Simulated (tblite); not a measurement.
# C5H9FGeSe: the cost of one run

The runs use tblite 0.8.0 and PySCF 2.14.0, with density-fitted response routines of our own; the level of theory stands in each step. All values are computed, except where a source is named. Atoms count from 0, in the outputs and in this text.

## Step 1: Starting geometry

17 atoms, charge 0, multiplicity 1; geometry from: force field or distance geometry start.

Bonds of the start (Å): C0–Ge1 1.96, Ge1–C2 1.94, C2–C3 1.46, C3–C4 1.33, C4–Se5 1.92, Se5–C6 1.96, C6–F7 1.37, C6–Ge1 1.94, C0–H8 1.12, C0–H9 1.10, C0–H10 1.12, Ge1–H11 1.54, C2–H12 1.10, C2–H13 1.12, C3–H14 1.09, C4–H15 1.10, C6–H16 1.10.

## Step 2: Relaxing the molecule with GFN2-xTB

What the job is given:

```
{"job": {"kind": "relax", "xc": "GFN2-xTB", "basis": "xTB"}, "charge": 0, "multiplicity": 1}
C     -2.469100     0.160600     0.298400
Ge    -0.632500     0.299700    -0.363500
C      0.233500    -1.333400     0.227400
C      1.690800    -1.284000     0.293900
C      2.392000    -0.335400     0.908600
Se     1.484300     1.133200     1.741000
C      0.265700     1.851200     0.381200
F      1.049000     2.437800    -0.583900
H     -2.404400    -0.049000     1.399800
H     -3.055700     1.069900     0.094200
H     -2.894000    -0.754200    -0.193400
H     -0.728900     0.398800    -1.892800
H     -0.089300    -2.123300    -0.461900
H     -0.200400    -1.604200     1.222100
H      2.269300    -2.087600    -0.154300
H      3.493600    -0.377600     0.928100
H     -0.411000     2.609600     0.794600
```

Command:

```
$ OMP_NUM_THREADS=1 python probes_run.py task.json out
```

This one command runs all jobs of the session in turn.

Q: Estimate the wall time and peak memory of this first job on 1 thread of Arm Neoverse N1, shared host.

About 1.3 s, with a peak of 0.18 GiB.
